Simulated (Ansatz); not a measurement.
**CH6BClSi: up Jacob's ladder to CCSD(T)**

One table from this session's results is given with a row withheld; the runs are named, their logs left out.

Program: Ansatz 0.2.0, Gaussian basis. Level of theory: functionals in def2-TZVPP, the program's frozen cores in correlated methods. These are calculated values, not measurements.

Levels to be run: LDA (SPW92), PBE-D4, revPBE-D4, BLYP-D4, r2SCAN-D4, B97M-V, PBE0-D4, B3LYP-D4, r2SCANh-D4, r2SCAN0-D4, HSE06-D4, BHLYP-D4, CAM-B3LYP-D4, LC-ωPBE, ωB97X-V, ωB97M-V, B2PLYP, PBE-QIDH; CCSD(T)/def2-SVP; CCSD(T)/def2-TZVPP; MP2/def2-QZVPP; extrapolation to the limit; RPA on PBE.

### Structure used throughout

The geometry comes from an earlier relaxation with PBE0-D4 in a triple-zeta def2 set; it is a stationary point, not always the lowest conformer.

SMILES `C[SiH2]BCl`, 10 atoms, charge 0, spin multiplicity 1.

Atoms are counted from 1 here; the program's logs count them from 0.

Bond lengths: C1–Si2 1.872 Å, C1–H5 1.092 Å, C1–H6 1.092 Å, C1–H7 1.092 Å, Si2–B3 2.017 Å, Si2–H8 1.494 Å, Si2–H9 1.494 Å, B3–Cl4 1.744 Å, B3–H10 1.195 Å. Angles: Si2–C1–H5 110.6°, Si2–C1–H6 111.1°, Si2–C1–H7 110.6°, H5–C1–H6 108.3°, H5–C1–H7 107.8°, H6–C1–H7 108.3°, C1–Si2–B3 113.6°, C1–Si2–H8 110.7°, C1–Si2–H9 110.7°, B3–Si2–H8 107.5°, B3–Si2–H9 107.5°, H8–Si2–H9 106.6°, Si2–B3–Cl4 120.7°, Si2–B3–H10 123.8°, Cl4–B3–H10 115.4°.

The first run:

File in.yaml:

```yaml
crystal:
  periodic: [false, false, false]
  atoms:
    - {symbol: C, position_ang: [-1.195394, 0.840798, -0.209221]}
    - {symbol: Si, position_ang: [-0.100665, -0.427865, 0.625577]}
    - {symbol: B, position_ang: [1.665717, -0.708676, -0.306136]}
    - {symbol: Cl, position_ang: [2.063669, 0.184481, -1.750608]}
    - {symbol: H, position_ang: [-1.420800, 0.539422, -1.234609]}
    - {symbol: H, position_ang: [-2.138722, 0.961080, 0.327268]}
    - {symbol: H, position_ang: [-0.697675, 1.812284, -0.248508]}
    - {symbol: H, position_ang: [-0.787611, -1.752392, 0.695396]}
    - {symbol: H, position_ang: [0.192830, -0.025624, 2.033836]}
    - {symbol: H, position_ang: [2.501850, -1.474708, 0.070005]}
basis:
  gaussian: {orbitals: def2-TZVPP}
hamiltonian: {xc: lda}
output: {orbitals: {seedname: orbitals}}
```

Command:

```console
$ ansatz run in.yaml --threads 2 --pin off --events-out ev --progress --plain --max-ram 4352MiB
```

Among the steps run: LDA; PBE-D4 (GGA); revPBE-D4 (GGA); BLYP-D4 (GGA); r2SCAN-D4 (meta-GGA); B97M-V (meta-GGA); PBE0-D4 (hybrid); B3LYP-D4 (hybrid); r2SCANh-D4 (hybrid); r2SCAN0-D4 (hybrid); HSE06-D4 (hybrid); BHLYP-D4 (hybrid); CAM-B3LYP-D4 (range-separated); LC-ωPBE (range-separated); ωB97X-V (range-separated); ωB97M-V (range-separated); B2PLYP (double hybrid); PBE-QIDH (double hybrid).

One table of the session follows, with a row left open; its other results are not shown here.

```
  functional  HOMO (eV)  LUMO (eV)  gap (eV)
 LDA (SPW92)      -6.58      -3.30      3.29
      PBE-D4      -6.50      -3.06      3.44
   revPBE-D4      -6.47      -2.96      3.50
     BLYP-D4      -6.40      -2.87      3.53
   r2SCAN-D4      -6.77      -2.80      3.97
      B97M-V      -6.87      -2.87      4.00
     PBE0-D4      -7.76      -2.12      5.64
    B3LYP-D4      -7.56      -2.29      5.27
  r2SCANh-D4          ?          ?         ?
  r2SCAN0-D4      -7.93      -1.96      5.96
    HSE06-D4      -7.36      -2.50      4.86
    BHLYP-D4      -8.94      -1.03      7.91
CAM-B3LYP-D4      -9.12      -0.95      8.17
     LC-ωPBE     -10.46       0.17     10.63
     ωB97X-V     -10.12       0.10     10.21
     ωB97M-V      -9.92      -0.10      9.82
```

Q: Estimate the row for r2SCANh-D4 from the others.

Worked estimate for «HOMO (eV)». Against the share of exact exchange, r2SCAN-D4 (0, -6.77), r2SCAN0-D4 (0.25, -7.93) give a slope of -4.64 per unit share; at 0.1 the line stands at -7.23.

As computed: HOMO (eV): -7.23; LUMO (eV): -2.46; gap (eV): 4.77. In «HOMO (eV)» the line misses by 0.00.
